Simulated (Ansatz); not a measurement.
# H3 (doublet): from Hartree-Fock to the top rungs at distance H1–H2 along a hydrogen transfer = 0.904 Å, cc-pVQZ

One table from this session's results is given with a row withheld; the runs are named, their logs left out.

The runs use Ansatz 0.2.0, Gaussian basis; cc-pVQZ, core rule «outside noble gas», up to 0 orbitals frozen.

To be run: UHF; CCSD(T) on ROHF; CCSD(T) on UHF; BCCD(T) on ROHF; CISD; CCSDT on ROHF; CCSDT on UHF; CASSCF and NEVPT2, 3 electrons in 3 orbitals; Full CI.

9 further runs of the same task are left out: 1 for a mislabelled method, 8 that didn't finish.

## The system

The geometry derives from fragments relaxed apart (PBE0/def2-TZVP) and kept rigid, so it is no stationary point. A hydrogen atom is moved between rigid fragments.

3 atoms, charge 0, spin multiplicity 2.

Atoms are counted from 1 here; the program's logs count them from 0.

Bond lengths: H2–H3 0.808 Å.

Set-up of the first run:

Input file in.yaml:

```yaml
crystal:
  periodic: [false, false, false]
  atoms:
    - {symbol: H, position_ang: [0.000000, 0.000000, -0.872000]}
    - {symbol: H, position_ang: [0.000000, 0.000000, 0.032000]}
    - {symbol: H, position_ang: [0.000000, 0.000000, 0.840000]}
basis:
  gaussian: {orbitals: cc-pVQZ}
magnetization: {spin_polarized: true, initial_magnetization: 1}
hamiltonian: {xc: hf}
output: {orbitals: {seedname: orbitals}}
```

The run is started by

```sh
$ ansatz run in.yaml --threads 1 --pin off --events-out ev --progress --plain --max-ram 2393MiB
```

Among the steps run: UHF; CCSD(T) on ROHF; CCSD(T) on UHF; BCCD(T) on ROHF; CISD; CCSDT on ROHF; CCSDT on UHF; CASSCF and NEVPT2, 3 electrons in 3 orbitals; Full CI.

One of the session's tables, all rows but one given; the rest of the session is left out.

| method | from FCI (kcal/mol) |
| --- | --- |
| ROHF | +38.47 |
| UHF | +33.18 |
| RMP2 | +6.81 |
| UMP2 | +7.14 |
| CISD | +0.41 |
| RCCSD | +0.45 |
| UCCSD | +0.37 |
| RCCSD(T) | +0.07 |
| UCCSD(T) | +0.07 |
| BCCD(T) | +0.07 |
| RCCSDT | 0.00 |
| UCCSDT | 0.00 |
| CASSCF valence | ? |
| NEVPT2 valence | +5.53 |
| FCI | 0 |

**Question.** Estimate the row for CASSCF valence.

**Answer.** from FCI (kcal/mol): +22.55. In the column «from FCI (kcal/mol)» it lies between UMP2 (+7.14) and UHF (+33.18).

Among the levels timed on like hardware and quicker than the yardstick, those that no quicker one beats, quickest first: NEVPT2 valence (0.81 s, +5.53 kcal/mol); UCCSD(T) (1.4 s, +0.07 kcal/mol); RCCSD(T) (1.5 s, +0.07 kcal/mol).

Limits of these values: The yardstick is full CI for this spin, exact in this basis with these frozen cores. Restricted and unrestricted rows rest on different reference determinants; where their highest levels disagree by more than a few hundredths of an eV, they describe different states and don't form one ladder.
